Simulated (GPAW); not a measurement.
# WS in GPAW: convergence with k mesh

The system is WS.

```
W S
1.0
     3.44485    0.00000    0.00000
     0.00000    3.44485    0.00000
     0.00000    0.00000    3.44485
W S
1 1
Direct
  0.50000 0.50000 0.50000
  0.00000 0.00000 0.00000
```

The cell was built by a generator and needn't be a form met in nature.

* Program: GPAW 26.7.0
* Task: convergence study
* Functional: r2SCAN
* Potentials or basis: GPAW PAW data sets (gpaw-data 1.2.1)
* Cutoff: 600 eV
* Basis: pw
* k mesh: 2 × 2 × 2
* Occupations: fermi-dirac, width 0.05 eV
* Spin: no spin polarisation

These are the settings of the first run; the series varies k mesh, with any setting tied to it.

Hardware: 1 thread of Arm Neoverse V2, on a shared host.

| k mesh | energy less the tightest run, at zero smearing (meV/atom) | pressure (GPa) | SCF cycles | CPU time (s) | peak memory (GiB) |
| --- | --- | --- | --- | --- | --- |
| 2 × 2 × 2 | -70.11 | -34.99 | 11 | 5.8 | 0.28 |
| 3 × 3 × 3 | 191.50 | -37.37 | 14 | 7 | 0.28 |
| 4 × 4 × 4 | -31.29 | -36.61 | 14 | 13 | 0.28 |
| 5 × 5 × 5 | 14.65 | -37.41 | 12 | 11 | 0.28 |
| 6 × 6 × 6 | 2.90 | -38.91 | 13 | 21 | 0.29 |
| 7 × 7 × 7 | -5.78 | -38.05 | 13 | 21 | 0.29 |
| 9 × 9 × 9 | -5.76 | -38.67 | 13 | 33 | 0.3 |
| 10 × 10 × 10 | 0.00 | -38.31 | 13 | 51 | 0.32 |

Not settled before the last step: the energy (to 1 meV/atom), the pressure (to 0.1 GPa). Meshes of other sizes hit other points, so gaps and Fermi surfaces needn't settle smoothly. The tightest run that finished is the yardstick and may itself not be fully converged.

Caveat, for the tightest run too: a pressure of tens of GPa on the cell as given is suspect, and the run, the potentials or the cell itself is likely at fault; the PAW data sets were made with another functional, which shifts forces and pressure a little. Spin-orbit coupling is left out, which matters for the levels of W.
